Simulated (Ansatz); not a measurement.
# C₂H₅FSn: up Jacob's ladder to CCSD(T)

An exercise on one series of results from a longer session: the logs are not shown, and one member is left open.

Computed with Ansatz 0.2.0, Gaussian basis. Level: functionals in def2-TZVPP, the program's frozen cores in correlated methods.

Levels to be run: LDA (SPW92), PBE-D4, revPBE-D4, BLYP-D4, r2SCAN-D4, B97M-V, PBE0-D4, B3LYP-D4, r2SCANh-D4, r2SCAN0-D4, HSE06-D4, BHLYP-D4, CAM-B3LYP-D4, LC-ωPBE, ωB97X-V, ωB97M-V, B2PLYP, PBE-QIDH; CCSD(T)/def2-SVP; CCSD(T)/def2-TZVPP; MP2/def2-QZVPP; extrapolation to the limit; RPA on PBE.

### Structure used throughout

An earlier PBE0-D4 in a triple-zeta def2 set relaxation fixed the geometry. Sn takes the def2 core potential; no spin-orbit term is included.

SMILES `C[CH2][Sn][F]`, 9 atoms, charge 0, spin multiplicity 1.

Atoms are counted from 1 here; the program's logs count them from 0.

Bond lengths: C1–C2 1.523 Å, C1–H5 1.092 Å, C1–H6 1.095 Å, C1–H7 1.094 Å, C2–Sn3 2.189 Å, C2–H8 1.100 Å, C2–H9 1.096 Å, Sn3–F4 1.954 Å. Angles: C2–C1–H5 111.2°, C2–C1–H6 111.8°, C2–C1–H7 111.6°, H5–C1–H6 107.9°, H5–C1–H7 107.0°, H6–C1–H7 107.0°, C1–C2–Sn3 114.9°, C1–C2–H8 110.5°, C1–C2–H9 111.9°, Sn3–C2–H8 104.4°, Sn3–C2–H9 108.7°, H8–C2–H9 105.8°, C2–Sn3–F4 93.5°.

The first run:

in.yaml reads:

```yaml
crystal:
  periodic: [false, false, false]
  atoms:
    - {symbol: C, position_ang: [-0.357277, 0.858126, -0.168997]}
    - {symbol: C, position_ang: [0.044110, -0.293321, 0.744017]}
    - {symbol: Sn, position_ang: [1.461852, -1.711638, -0.133032]}
    - {symbol: F, position_ang: [0.702442, -1.544114, -1.925870]}
    - {symbol: H, position_ang: [-0.705610, 0.492153, -1.136590]}
    - {symbol: H, position_ang: [-1.155358, 1.465741, 0.269030]}
    - {symbol: H, position_ang: [0.483929, 1.529320, -0.364229]}
    - {symbol: H, position_ang: [-0.832983, -0.905466, 1.000128]}
    - {symbol: H, position_ang: [0.447295, 0.063001, 1.698443]}
basis:
  gaussian: {orbitals: def2-TZVPP}
hamiltonian: {xc: lda}
output: {orbitals: {seedname: orbitals}}
```

Launch:

```sh
$ ansatz run in.yaml --threads 4 --pin off --events-out ev --progress --plain --max-ram 10444MiB
```

Steps of the session up to this table: LDA; PBE-D4 (GGA); revPBE-D4 (GGA); BLYP-D4 (GGA); r2SCAN-D4 (meta-GGA); B97M-V (meta-GGA); PBE0-D4 (hybrid); B3LYP-D4 (hybrid); r2SCANh-D4 (hybrid); r2SCAN0-D4 (hybrid); HSE06-D4 (hybrid); BHLYP-D4 (hybrid); CAM-B3LYP-D4 (range-separated); LC-ωPBE (range-separated); ωB97X-V (range-separated); ωB97M-V (range-separated); B2PLYP (double hybrid); PBE-QIDH (double hybrid).

One table of the session follows, with a row left open; its other results are not shown here.

It belongs to the step «Orbital energies across the functionals». 

| functional | HOMO (eV) | LUMO (eV) | gap (eV) |
| --- | --- | --- | --- |
| LDA (SPW92) | -5.51 | -3.50 | 2.01 |
| PBE-D4 | -5.34 | -3.23 | 2.11 |
| revPBE-D4 | -5.27 | -3.12 | 2.16 |
| BLYP-D4 | -5.22 | -3.20 | 2.02 |
| r2SCAN-D4 | -5.57 | -3.13 | 2.44 |
| B97M-V | -5.52 | -3.20 | 2.32 |
| PBE0-D4 | -6.39 | -2.51 | 3.87 |
| B3LYP-D4 | -6.22 | -2.79 | 3.43 |
| r2SCANh-D4 | -5.96 | -2.86 | 3.10 |
| r2SCAN0-D4 | -6.55 | -2.46 | 4.08 |
| HSE06-D4 | ? | ? | ? |
| BHLYP-D4 | -7.33 | -1.83 | 5.51 |
| CAM-B3LYP-D4 | -7.64 | -1.62 | 6.01 |
| LC-ωPBE | -8.84 | -0.46 | 8.38 |
| ωB97X-V | -8.54 | -0.59 | 7.94 |
| ωB97M-V | -8.46 | -0.77 | 7.68 |

Estimate the missing values for HSE06-D4.

The run gave: HOMO (eV): -6.00; LUMO (eV): -2.88; gap (eV): 3.12. In the column «HOMO (eV)» it lies between B3LYP-D4 (-6.22) and r2SCANh-D4 (-5.96).
